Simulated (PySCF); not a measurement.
# MoBr2: structure of the triplet

Aim: relax MoBr2 as a triplet from a bent start, check by its vibrations whether the end is a minimum, and collect its spectrum and constants.

Program: PySCF 2.14.0. Level of theory: PBE, basis Mo def2-TZVP with ECP28, Br def2-TZVP, scalar-relativistic core potentials, no spin–orbit coupling, density fitting. These are calculated values, not measurements.

### Step 1. Where the work starts

3 atoms, charge 0, spin multiplicity 3.

Bond lengths: Mo1–Br2 2.520 Å, Mo1–Br3 2.520 Å. Angles: Br2–Mo1–Br3 110.0°.

Z-matrix (Å, degrees; charge 0 multiplicity 3):
```
Mo
Br 1 2.5200
Br 1 2.5200 2 110.00
```

### Step 2. The SCF at the typed geometry

One driver script runs all steps and calls PySCF; scf.py shows how it sets up the SCF of each step. The optimiser is the driver's own. After this first run the driver tries any further starts and a stability analysis.

Contents of scf.py:

```python
from pyscf import gto, scf, dft
mol = gto.M(atom='''
Mo     0.000000     0.000000     0.000000
Br     2.064300     0.000000     1.445400
Br    -2.064300     0.000000     1.445400''',
    basis={'Mo': 'def2-TZVP', 'Br': 'def2-TZVP'},
    ecp={'Mo': 'def2-TZVP'},
    charge=0, spin=2)
mf = dft.UKS(mol, xc='PBE')
mf.grids.atom_grid = (50, 194)
aux = {'Mo': 'def2-universal-JKFIT', 'Br': 'def2-universal-JKFIT'}
mf = mf.density_fit(auxbasis=aux)
mf.conv_tol = 1e-08
mf.diis_space = 10
mf.max_cycle = 60
mf.init_guess = 'minao'
mf.verbose = 4
mf.kernel()
```

The run is started by

```
> OMP_NUM_THREADS=4 python axn.py task.json out
```

Standard output:

```text
init E= -5207.43609365323
[... the frontier-level lines of each cycle are left out ...]
cycle= 1 E= -5215.25494334841  delta_E= -7.82  |g|= 1.07  |ddm|= 2.77
cycle= 2 E= -5211.07619998719  delta_E= 4.18  |g|= 2.06  |ddm|= 5.63
cycle= 3 E= -5213.32007537126  delta_E= -2.24  |g|= 2.21  |ddm|= 5.82
cycle= 4 E= -5211.08129958067  delta_E= 2.24  |g|= 2.88  |ddm|= 0.633
cycle= 5 E= -5210.23185811475  delta_E= 0.849  |g|= 3.04  |ddm|= 0.25
cycle= 6 E= -5213.17351581714  delta_E= -2.94  |g|= 2.26  |ddm|= 0.794
cycle= 7 E= -5213.21434700973  delta_E= -0.0408  |g|= 2.25  |ddm|= 0.0197
cycle= 8 E= -5213.05376525509  delta_E= 0.161  |g|= 2.32  |ddm|= 0.0798
cycle= 9 E= -5213.04179248522  delta_E= 0.012  |g|= 2.32  |ddm|= 0.0105
cycle= 10 E= -5213.00541862488  delta_E= 0.0364  |g|= 2.34  |ddm|= 0.0315
cycle= 11 E= -5213.45571695184  delta_E= -0.45  |g|= 2.17  |ddm|= 0.214
cycle= 12 E= -5214.29188557708  delta_E= -0.836  |g|= 1.72  |ddm|= 0.598
cycle= 13 E= -5212.44282521257  delta_E= 1.85  |g|=  1.8  |ddm|= 4.58
cycle= 14 E= -5215.07428699902  delta_E= -2.63  |g|= 1.15  |ddm|= 4.48
cycle= 15 E= -5215.08346323797  delta_E= -0.00918  |g|= 1.08  |ddm|= 1.12
cycle= 16 E= -5215.75556374134  delta_E= -0.672  |g|= 0.202  |ddm|= 1.06
cycle= 17 E= -5215.77896634154  delta_E= -0.0234  |g|= 0.0636  |ddm|= 0.261
cycle= 18 E= -5215.7816238769  delta_E= -0.00266  |g|= 0.0282  |ddm|= 0.122
cycle= 19 E= -5215.7821902745  delta_E= -0.000566  |g|= 0.0092  |ddm|= 0.0479
cycle= 20 E= -5215.782291261  delta_E= -0.000101  |g|= 0.00401  |ddm|= 0.0229
cycle= 21 E= -5215.78234722211  delta_E= -5.6e-05  |g|= 0.00267  |ddm|= 0.0207
cycle= 22 E= -5215.78238282414  delta_E= -3.56e-05  |g|= 0.00151  |ddm|= 0.0242
cycle= 23 E= -5215.78238935122  delta_E= -6.53e-06  |g|= 0.000698  |ddm|= 0.012
cycle= 24 E= -5215.78238992243  delta_E= -5.71e-07  |g|= 0.000273  |ddm|= 0.00279
cycle= 25 E= -5215.78238997018  delta_E= -4.78e-08  |g|= 0.000158  |ddm|= 0.00078
cycle= 26 E= -5215.78238999244  delta_E= -2.23e-08  |g|= 3.21e-05  |ddm|= 0.000298
cycle= 27 E= -5215.78238999406  delta_E= -1.62e-09  |g|= 1.02e-05  |ddm|= 0.000193
Extra cycle  E= -5215.78238999389  delta_E= 1.69e-10  |g|= 1.91e-05  |ddm|= 3.56e-05
converged SCF energy = -5215.78238999389  <S^2> = 3.0111084  2S+1 = 3.6117079
```

This step, with its further starts and checks, ran for 27 s (4 threads of Arm Neoverse V2, shared host).

Energies from each starting density:

| start | energy (Eh) |
| --- | --- |
| the minimal-basis guess | -5215.782390 |
| a thermally smeared density | -5215.785692 |
| a smeared PBE density | -5215.785692 |

The first run landed in a state that is too high. Following the other starts and the instabilities gains 8.7 kJ/mol (-5215.78569 Eh), and the work goes on from there.

### Step 3. Bent start, triplet: relaxation

The program finds C2v symmetry in the start, which this walk keeps.

Edit scf.py of step 2 so:

```diff
@@ -3,3 +3,3 @@
-Mo     0.000000     0.000000     0.000000
-Br     2.064300     0.000000     1.445400
-Br    -2.064300     0.000000     1.445400''',
+Mo     0.000000     0.000000    -0.892059
+Br     2.064300     0.000000     0.553341
+Br    -2.064300     0.000000     0.553341''',
@@ -16 +15,0 @@
-mf.init_guess = 'minao'
```

Steps of the walk:

| step | energy (Eh) | change (kJ/mol) | largest symmetric gradient (Eh/bohr) |
| --- | --- | --- | --- |
| 0 | -5215.785692 | 0.00 | 0.03657 |
| 1 | -5215.792820 | -18.72 | 0.01797 |
| 2 | -5215.794848 | -24.04 | 0.00465 |
| 3 | -5215.795126 | -24.77 | 0.00190 |
| 4 | -5215.795485 | -25.71 | 0.00247 |
| 5 | -5215.795579 | -25.96 | 0.00170 |
| 6 | -5215.795606 | -26.03 | 0.00036 |
| 7 | -5215.795607 | -26.03 | 0.00001 |

The walk took 20 s.

Geometry (Å) and forces (eV/Å) at some steps:

```
step 0
Mo   0.000   0.000  -0.892   0.000   0.000   1.881
Br   2.064   0.000   0.553  -1.019   0.000  -0.940
Br  -2.064   0.000   0.553   1.019   0.000  -0.940
step 1
Mo   0.000   0.000  -0.808   0.000   0.000   0.924
Br   2.055   0.000   0.511  -0.464   0.000  -0.462
Br  -2.055   0.000   0.511   0.464   0.000  -0.462
step 4
Mo   0.000   0.000  -0.664   0.000   0.000   0.127
Br   2.130   0.000   0.440  -0.057   0.000  -0.064
Br  -2.130   0.000   0.440   0.057   0.000  -0.064
step 7
Mo   0.000   0.000  -0.617   0.000   0.000   0.000
Br   2.161   0.000   0.416   0.000   0.000   0.000
Br  -2.161   0.000   0.416   0.000   0.000   0.000
```

It settles in C2v symmetry, 26.0 kJ/mol below the start, after 7 steps: Mo–Br 2.395 Å (×2); Br–Mo–Br 128.9°.

### Step 4. Is it a minimum? Harmonic modes

On the finer grid the gradient is checked again; gradients at displacements of ±0.02 bohr then give force constants and infrared intensities.

Edit scf.py of step 3 so:

```diff
@@ -3,3 +3,3 @@
-Mo     0.000000     0.000000    -0.892059
-Br     2.064300     0.000000     0.553341
-Br    -2.064300     0.000000     0.553341''',
+Mo     0.000000     0.000000    -0.660428
+Br     2.142997     0.000000     0.406915
+Br    -2.142997     0.000000     0.406915''',
@@ -10 +10 @@
-mf.grids.atom_grid = (50, 194)
+mf.grids.atom_grid = (75, 302)
@@ -13 +13 @@
-mf.conv_tol = 1e-08
+mf.conv_tol = 1e-10
```

The driver hands on the density of the step before, so the log starts near convergence.

Log of the central SCF (cycles and frontier levels):

```text
init E= -5215.79541866873
[... the frontier-level lines of each cycle are left out ...]
cycle= 1 E= -5215.79541866682  delta_E= 1.91e-09  |g|= 5.89e-05  |ddm|= 6.37e-05
cycle= 2 E= -5215.79541863615  delta_E= 3.07e-08  |g|= 0.000236  |ddm|= 0.000251
cycle= 3 E= -5215.79541866883  delta_E= -3.27e-08  |g|= 7.21e-06  |ddm|= 0.000201
cycle= 4 E= -5215.79541866886  delta_E= -3.64e-11  |g|= 2.81e-07  |ddm|= 7.78e-06
Extra cycle  E= -5215.79541866886  delta_E=    0  |g|= 4.31e-07  |ddm|= 9.41e-07
converged SCF energy = -5215.79541866886  <S^2> = 3.006795  2S+1 = 3.6093185
```

The whole step took 47 s.

Geometry: C2v; Mo–Br 2.394 Å (×2); Br–Mo–Br 127.0°.

Harmonic modes (main isotopes):

| symmetry | ω (cm⁻¹) | IR (km/mol) | μ (u) |
| --- | --- | --- | --- |
| a1 | 51 | 0.8 | 84.64 |
| a1 | 256 | 7.7 | 83.26 |
| b2 | 312 | 48.7 | 88.60 |

Every mode is real; the point is a minimum.

Constants and moments:

```
Dipole moment                                                   : 1.78 D
Highest occupied level                                          : -5.02 eV
Lowest empty level                                              : -4.44 eV
Rotational constants                                            : 0.2449, 0.02326, 0.02124 cm⁻¹
Zero-point energy                                               : 3.7 kJ/mol
Principal polarisabilities                                      : 65.2, 81.5, 124.4 bohr³
Atomisation energy without zero-point energy                    : 603 kJ/mol
Principal traceless quadrupole moments about the centre of mass : -4.28, 0.23, 4.05 D Å
Entropy at 298.15 K and 1 bar (electronic part: spin only)      : 335.4 J/(mol K)
Heat capacity Cp at 298.15 K                                    : 55.8 J/(mol K)
Enthalpy at 298.15 K above 0 K                                  : 14.42 kJ/mol
Rotational symmetry number                                      : 2
Spin squared ⟨S²⟩                                               : 3.007
```

Charges (e) and bond orders:

```json
{"atom": "Mo1", "Mulliken": "0.62", "Löwdin": "-0.20", "polar tensor": "0.89", "spin (Mulliken)": "2.03", "Mayer order to Mo1": "–"}
{"atom": "Br2,3", "Mulliken": "-0.31", "Löwdin": "0.10", "polar tensor": "-0.44", "spin (Mulliken)": "-0.02", "Mayer order to Mo1": "1.19"}
```

Outer orbital energies (eV). α occupied: -8.86, -8.24, -7.96, -7.85, -7.64, -5.67, -5.59, -5.02; empty: -4.44, -4.23, -2.08, -1.02. β occupied: -19.08, -9.25, -8.70, -8.09, -7.81, -7.69, -7.61, -5.03; empty: -3.64, -3.64, -3.55, -3.36.

Mulliken populations on Mo1 (outside its core potential): s 2.58, p 6.20, d 4.59, f 0.01.

### Step 5. Summary of results

```
                                          quantity                                value
                                           minimum        broken-symmetry (Ms = 1), C2v
                                          geometry  Mo–Br 2.394 Å (×2); Br–Mo–Br 127.0°
                                wavenumbers (cm⁻¹)          51 (a1), 256 (a1), 312 (b2)
                                     dipole moment                               1.78 D
highest occupied, lowest empty level (either spin)                      -5.02, -4.44 eV
                        polar-tensor charge of Mo1                              +0.89 e
                                 zero-point energy                           3.7 kJ/mol
                               entropy at 298.15 K                      335.4 J/(mol K)
         atomisation energy (no zero-point energy)                           603 kJ/mol
                                              ⟨S²⟩                                3.007
```

In words: The bent start keeps its C2v symmetry and ends in a minimum. The determinant is spin-contaminated (⟨S²⟩ = 3.01 against 2.00), so it is no pure spin state. The strongest infrared band lies at 312 cm⁻¹ (b2, stretch). The first SCF alone would have been 9 kJ/mol too high. Only this shape and spin were tried, so other structures or states may lie lower. One determinant may miss the lowest occupation of an open d or f shell.

The search up to here took 94 s.
